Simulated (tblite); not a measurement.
# C5H11NSSi2: the cost of one run

Programs: tblite 0.8.0 and PySCF 2.14.0, with density-fitted response routines of our own. Each step states its level of theory. These are calculated values for one molecule in the gas phase, unless marked as measured. Atoms count from 0, in the outputs and in this text.

## 1. The starting structure

20 atoms, charge 0, multiplicity 1; geometry from: force field or distance geometry start.

Bonds of the start (Å): C0–C1 1.50, C1–C2 1.42, C2–C3 1.38, C3–S4 1.69, S4–C5 1.74, C5–N6 1.39, N6–Si7 1.71, N6–Si8 1.72, C5–C1 1.39, C0–H9 1.11, C0–H10 1.09, C0–H11 1.09, C2–H12 1.09, C3–H13 1.07, Si7–H14 1.48, Si7–H15 1.48, Si7–H16 1.49, Si8–H17 1.49, Si8–H18 1.47, Si8–H19 1.49.

## 2. Optimising the geometry with GFN2-xTB

The job: settings as JSON, then the geometry in Å.

```
{"job": {"kind": "relax", "xc": "GFN2-xTB", "basis": "xTB"}, "charge": 0, "multiplicity": 1}
C     -1.230600    -1.819700    -0.118700
C     -1.335300    -0.351100     0.182300
C     -2.555100     0.255100     0.600700
C     -2.451200     1.620400     0.776100
S     -0.874600     2.161600     0.482000
C     -0.292900     0.569600     0.105500
N      1.036900     0.341400    -0.209900
Si     2.006700     1.225100    -1.311400
Si     2.105400    -0.729500     0.612000
H     -2.227100    -2.222900    -0.374900
H     -0.579400    -2.003800    -0.970500
H     -0.873400    -2.373000     0.752800
H     -3.502200    -0.274900     0.741400
H     -3.219600     2.306700     1.078600
H      2.820900     2.221700    -0.580200
H      2.864200     0.313900    -2.099000
H      1.114800     1.932700    -2.266000
H      1.348800    -1.459000     1.663000
H      2.630800    -1.730400    -0.335300
H      3.207900     0.027000     1.268300
```

Run with:

```sh
$ OMP_NUM_THREADS=1 python probes_run.py task.json out
```

The driver reads the jobs from task.json and runs them one after another.

**Question.** How long does this first job take on 1 thread of Arm Neoverse N1, shared host, and how much memory does it need?

About 1.9 s, with a peak of 0.18 GiB.
